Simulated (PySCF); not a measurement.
# B2H2ClF (SMILES BB(F)Cl) at CCSD/6-31+G(d) (Cartesian functions, SS(V)PE aniline)

Aim: the vertical singlet–triplet gap of B2H2ClF at CCSD/6-31+G* (Cartesian functions, SS(V)PE aniline), from 2 runs. The job is set up through a Python script.

The results are computed with PySCF 2.14.0.

4 further runs of the same task are left out: 2 that didn't finish, 2 set aside as unsound or not needed.

## (1) The structure to begin with

B2H2ClF: 6 atoms, total charge 0, spin state singlet. As SMILES, `BB(F)Cl`. The coordinates come from a GFN2-xTB relaxation.

Bond lengths: B1–B2 1.693 Å, B2–F3 1.330 Å, B2–Cl4 1.725 Å, B1–H5 1.168 Å, B1–H6 1.168 Å. Angles: B1–B2–F3 122.1°, B1–B2–Cl4 125.0°, F3–B2–Cl4 112.9°, B2–B1–H5 121.9°, B2–B1–H6 121.0°, H5–B1–H6 117.0°.

## (2) A single-point energy at CCSD/6-31+G(d) (Cartesian functions, SS(V)PE aniline)

input.py

```python
# BB(F)Cl
from pyscf import gto, cc, solvent

mol = gto.M(
    atom='''
B   -0.417340   0.827850  -0.008770
B    0.388000  -0.658830   0.075430
F    1.225520  -0.954590   1.065430
Cl   0.216290  -1.943680  -1.063410
H   -1.126500   1.097140  -0.896900
H   -0.285970   1.632120   0.828220
''',
    cart=True,
    basis='6-31+g*',
    max_memory=1860,
    spin=0,
    verbose=4,
    charge=0,
)

mf = mol.RHF()
mf = mf.PCM()
mf.with_solvent.method = 'SS(V)PE'
mf.with_solvent.eps = 6.8882
mf.kernel()

mycc = cc.CCSD(mf, frozen=8)
mycc.kernel()
energy = mycc.e_tot
print(f'total energy: {energy:.8f} hartree')
```

Started as:

```sh
OMP_NUM_THREADS=1 python input.py
```

The program printed:

```text
PySCF version 2.14.0

[INPUT] num. atoms = 6
[INPUT] num. electrons = 38
[INPUT] charge = 0
[INPUT] spin (= nelec alpha-beta = 2S) = 0
[INPUT] symmetry False subgroup None
[INPUT] Mole.unit = angstrom
[INPUT] Cartesian GTO integrals (6d 10f)
[INPUT] Symbol           X                Y                Z      unit          X                Y                Z       unit  Magmom
[INPUT]  1 B     -0.417340000000   0.827850000000  -0.008770000000 AA   -0.788658300826   1.564409772221  -0.016572898112 Bohr   0.0
[INPUT]  2 B      0.388000000000  -0.658830000000   0.075430000000 AA    0.733213736331  -1.245008262647   0.142542041576 Bohr   0.0
[INPUT]  3 F      1.225520000000  -0.954590000000   1.065430000000 AA    2.315897160177  -1.803913661249   2.013370904895 Bohr   0.0
[INPUT]  4 Cl     0.216290000000  -1.943680000000  -1.063410000000 AA    0.408728863482  -3.673022873795  -2.009553658124 Bohr   0.0
[INPUT]  5 H     -1.126500000000   1.097140000000  -0.896900000000 AA   -2.128776479323   2.073294120305  -1.694895361122 Bohr   0.0
[INPUT]  6 H     -0.285970000000   1.632120000000   0.828220000000 AA   -0.540404979842   3.084259802425   1.565108970887 Bohr   0.0

nuclear repulsion = 121.979216467736
number of shells = 38
number of NR pGTOs = 160
number of NR cGTOs = 84
basis = 6-31+g*
ecp = {}

[... 16 lines left out ...]
WARN: PCM is an experimental feature. It is still in testing.
[... 8 lines left out ...]
Solvent Energy = -0.000114178048154097
[... 3 lines left out ...]
Solvent Energy = -0.00758780526458016
[... 3 lines left out ...]
Solvent Energy = -0.00281994591269765
[... 3 lines left out ...]
Solvent Energy = -0.00392005588652353
[... 3 lines left out ...]
Solvent Energy = -0.00401077772465019
[... 3 lines left out ...]
Solvent Energy = -0.0039727210718365
[... 3 lines left out ...]
Solvent Energy = -0.00397894926201514
[... 3 lines left out ...]
Solvent Energy = -0.00397966880085836
[... 3 lines left out ...]
Solvent Energy = -0.00397952593483346
[... 3 lines left out ...]
Solvent Energy = -0.00397956705468991
[... 3 lines left out ...]
Solvent Energy = -0.00397958850934869
[... 3 lines left out ...]
Solvent Energy = -0.00397960076648263
[... 1 line left out ...]
converged SCF energy = -609.522860455368
[... 1 line left out ...]
******** <class 'pyscf.cc.ccsd.CCSD'> ********
CC2 = 0
CCSD nocc = 11, nmo = 76
frozen orbitals 8
max_cycle = 50
direct = 0
conv_tol = 1e-07
conv_tol_normt = 1e-05
diis_space = 6
diis_start_cycle = 0
diis_start_energy_diff = 1e+09
PCM E_diel = -0.00397960076648263
Init t2, MP2 energy = -609.9723163761  E_corr(MP2) -0.449455920732085
Init E_corr(CCSD) = -0.449455920734298
cycle = 1  E_corr(CCSD) = -0.466830333265288  dE = -0.0173744125  norm(t1,t2) = 0.0643404
cycle = 2  E_corr(CCSD) = -0.479427115324389  dE = -0.0125967821  norm(t1,t2) = 0.018772
cycle = 3  E_corr(CCSD) = -0.480094937359921  dE = -0.000667822036  norm(t1,t2) = 0.0108921
cycle = 4  E_corr(CCSD) = -0.482334751916058  dE = -0.00223981456  norm(t1,t2) = 0.00458109
cycle = 5  E_corr(CCSD) = -0.482259438843247  dE = 7.53130728e-05  norm(t1,t2) = 0.00118978
cycle = 6  E_corr(CCSD) = -0.482161462554889  dE = 9.79762884e-05  norm(t1,t2) = 0.0005303
cycle = 7  E_corr(CCSD) = -0.482165533586207  dE = -4.07103132e-06  norm(t1,t2) = 0.000119848
cycle = 8  E_corr(CCSD) = -0.482168326650067  dE = -2.79306386e-06  norm(t1,t2) = 5.26299e-05
cycle = 9  E_corr(CCSD) = -0.482170245574701  dE = -1.91892463e-06  norm(t1,t2) = 2.68753e-05
cycle = 10  E_corr(CCSD) = -0.482169957162086  dE = 2.88412615e-07  norm(t1,t2) = 8.79388e-06
cycle = 11  E_corr(CCSD) = -0.482169751976949  dE = 2.05185137e-07  norm(t1,t2) = 3.72236e-06
cycle = 12  E_corr(CCSD) = -0.482169636310833  dE = 1.15666116e-07  norm(t1,t2) = 1.5782e-06
cycle = 13  E_corr(CCSD) = -0.482169613009854  dE = 2.33009793e-08  norm(t1,t2) = 5.04048e-07
CCSD converged
E(CCSD) = -610.0050300683779  E_corr = -0.4821696130098537
total energy: -610.00503007 hartree
```

Run time: 12 s. Hardware: 1 thread of Intel Xeon 6975P-C (Granite Rapids), shared host; peak memory 0.4 GiB.

## (3) The triplet at the same level

job.py

```python
from pyscf import gto, scf, cc, solvent

mol = gto.M(
    atom='''
B   -0.417340   0.827850  -0.008770
B    0.388000  -0.658830   0.075430
F    1.225520  -0.954590   1.065430
Cl   0.216290  -1.943680  -1.063410
H   -1.126500   1.097140  -0.896900
H   -0.285970   1.632120   0.828220
''',
    max_memory=1860,
    charge=0,
    cart=True,
    verbose=4,
    spin=2,
    basis='6-31+g*',
)

mf = scf.UHF(mol)
mf = mf.PCM()
mf.with_solvent.method = 'SS(V)PE'
mf.with_solvent.eps = 6.8882  # aniline
mf.kernel()
if not mf.converged:
    mf = mf.newton().run(mf.mo_coeff, mf.mo_occ)

mycc = cc.CCSD(mf, frozen=8)
mycc.kernel()
energy = mycc.e_tot
print(f'total energy: {energy:.8f} hartree')
```

Started as:

```sh
OMP_NUM_THREADS=1 python job.py
```

The program printed:

```text
PySCF version 2.14.0

[INPUT] num. atoms = 6
[INPUT] num. electrons = 38
[INPUT] charge = 0
[INPUT] spin (= nelec alpha-beta = 2S) = 2
[INPUT] symmetry False subgroup None
[INPUT] Mole.unit = angstrom
[INPUT] Cartesian GTO integrals (6d 10f)
[INPUT] Symbol           X                Y                Z      unit          X                Y                Z       unit  Magmom
[INPUT]  1 B     -0.417340000000   0.827850000000  -0.008770000000 AA   -0.788658300826   1.564409772221  -0.016572898112 Bohr   0.0
[INPUT]  2 B      0.388000000000  -0.658830000000   0.075430000000 AA    0.733213736331  -1.245008262647   0.142542041576 Bohr   0.0
[INPUT]  3 F      1.225520000000  -0.954590000000   1.065430000000 AA    2.315897160177  -1.803913661249   2.013370904895 Bohr   0.0
[INPUT]  4 Cl     0.216290000000  -1.943680000000  -1.063410000000 AA    0.408728863482  -3.673022873795  -2.009553658124 Bohr   0.0
[INPUT]  5 H     -1.126500000000   1.097140000000  -0.896900000000 AA   -2.128776479323   2.073294120305  -1.694895361122 Bohr   0.0
[INPUT]  6 H     -0.285970000000   1.632120000000   0.828220000000 AA   -0.540404979842   3.084259802425   1.565108970887 Bohr   0.0

nuclear repulsion = 121.979216467736
number of shells = 38
number of NR pGTOs = 160
number of NR cGTOs = 84
basis = 6-31+g*
ecp = {}

[... 17 lines left out ...]
WARN: PCM is an experimental feature. It is still in testing.
[... 12 lines left out ...]
WARN: HOMO -0.0698512412497223 >= LUMO -0.30711400717297
[... 8 lines left out ...]
Solvent Energy = -0.00107185790570474
[... 11 lines left out ...]
Solvent Energy = -0.00132378998990576
[... 11 lines left out ...]
Solvent Energy = -0.00136514522560748
[... 11 lines left out ...]
Solvent Energy = -0.00138208806646918
[... 11 lines left out ...]
Solvent Energy = -0.00138368986684815
[... 11 lines left out ...]
Solvent Energy = -0.0013835560422456
[... 11 lines left out ...]
Solvent Energy = -0.00138314307463709
[... 11 lines left out ...]
Solvent Energy = -0.00138298245171578
[... 7 lines left out ...]
converged SCF energy = -609.396475631215  <S^2> = 2.0065277  2S+1 = 3.0043486
[... 36 lines left out ...]
UCCSD converged
[... 1 line left out ...]
total energy: -609.87703241 hartree
```

Run time: 36 s. Hardware: 1 thread of Intel Xeon 6975P-C (Granite Rapids), shared host; peak memory 1.5 GiB.

## (4) Results

At CCSD/6-31+G* (Cartesian functions, SS(V)PE aniline), 8 core orbitals frozen:

| quantity | value |
| --- | --- |
| singlet: total energy | -610.00503 Eh |
| singlet: dipole moment (Hartree–Fock density) | 1.68 D |
| singlet: HOMO energy (Hartree–Fock orbitals) | -12.26 eV |
| singlet: LUMO energy (Hartree–Fock orbitals) | 0.35 eV |
| singlet: HOMO–LUMO gap (Hartree–Fock orbitals) | 12.61 eV |
| singlet: correlation energy (8 core orbitals frozen) | -482.2 mEh |
| singlet: solvent term in the energy | -10.4 kJ/mol |
| singlet: T1 diagnostic | 0.015 |
| triplet: total energy | -609.87703 Eh |
| triplet: dipole moment (Hartree–Fock density) | 0.81 D |
| triplet: HOMO energy (Hartree–Fock orbitals) (highest over α and β) | -8.94 eV |
| triplet: LUMO energy (Hartree–Fock orbitals) (lowest over α and β) | -2.03 eV |
| triplet: correlation energy (8 core orbitals frozen) | -480.6 mEh |
| triplet: solvent term in the energy | -3.6 kJ/mol |
| triplet: ⟨S²⟩ of the reference determinant | 2.007 |
| triplet: T1 diagnostic | 0.023 |
| vertical energy of the triplet above the singlet | 3.483 eV |

At this shape the triplet lies 3.48 eV (336 kJ/mol) above the singlet.
